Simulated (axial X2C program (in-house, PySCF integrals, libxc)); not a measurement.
# ZrCl⁺: properties at the nuclei

Aim: properties at the nuclei of ZrCl⁺, with spin–orbit coupling in the Hamiltonian from the start.

Method: two-component X2C with atomic mean-field terms, Zr dyall-cv3z, Cl dyall-av3z; program: an in-house X2C program for linear molecules on PySCF integrals.

All values are calculated.

## Step 1: Set-up

File task.json:

```json
{"zs": [40, 17], "q": 1, "bas": ["dyall-cv3z", "dyall-av3z"], "r0": 2.53, "levels": ["PBE0", "HF", "PBE50", "LDA", "BP86"], "nst": 3}
```

Keys: zs atomic numbers; q charge; bas basis sets; r0 starting distance in Å; levels methods (HF also brings MP2); nst determinants followed.

Launch:

```bash
python soeom.py task.json out
```

After this run come: Expectation values, lowest determinant; Expectation values, a higher determinant; Expectation values, a higher determinant.

**Question.** What will these runs give? Wanted: lowest determinant; Eeff magnitude; Ws magnitude Zr; A∥/gI Zr; qzz Zr; higher determinant (for each run or level that gives them).

**Answer**, as computed:

```
                                        quantity                                            value
                              lowest determinant  Ω = 1 (excess of +ω over −ω: ω = -1/2, ω = 3/2)
                    Eeff magnitude (GV/cm), PBE0                                            0.212
                     Ws magnitude Zr (kHz), PBE0                                            0.103
                            A∥/gI Zr (MHz), PBE0                                            -1040
                             qzz Zr (a.u.), PBE0                                            -0.77
                              higher determinant   Ω = 3 (excess of +ω over −ω: ω = 1/2, ω = 5/2)
Eeff magnitude (GV/cm), PBE0, higher determinant                                            0.238
 Ws magnitude Zr (kHz), PBE0, higher determinant                                           0.0369
        A∥/gI Zr (MHz), PBE0, higher determinant                                              659
         qzz Zr (a.u.), PBE0, higher determinant                                            -0.81
                              higher determinant  Ω = 1 (excess of +ω over −ω: ω = -3/2, ω = 5/2)
Eeff magnitude (GV/cm), PBE0, higher determinant                                            0.253
 Ws magnitude Zr (kHz), PBE0, higher determinant                                            0.109
        A∥/gI Zr (MHz), PBE0, higher determinant                                             -538
         qzz Zr (a.u.), PBE0, higher determinant                                             1.45
```

In the first state, the effective field runs from 0.0748 to 0.555 GV/cm over the mean-field levels, so the levels don't agree on it. The expectation values come from single determinants, which for open shells can mix terms of unlike spin or miss the lowest Ω, so a determinant need not be a state. Eeff is the effective electric field on the electron dipole moment in this Ω state and Ws the scalar–pseudoscalar constant (defined with the proton number Z and per Ω); A∥ is the parallel hyperfine constant, which follows by multiplying with the nuclear g factor gI = μI/(I μN); qzz is the electric field gradient, eQq0 = 234.96 MHz × Q/barn × qzz. The operators were transformed with the bare-nucleus X2C matrices. A second determinant lies within 0.1 eV of the first.
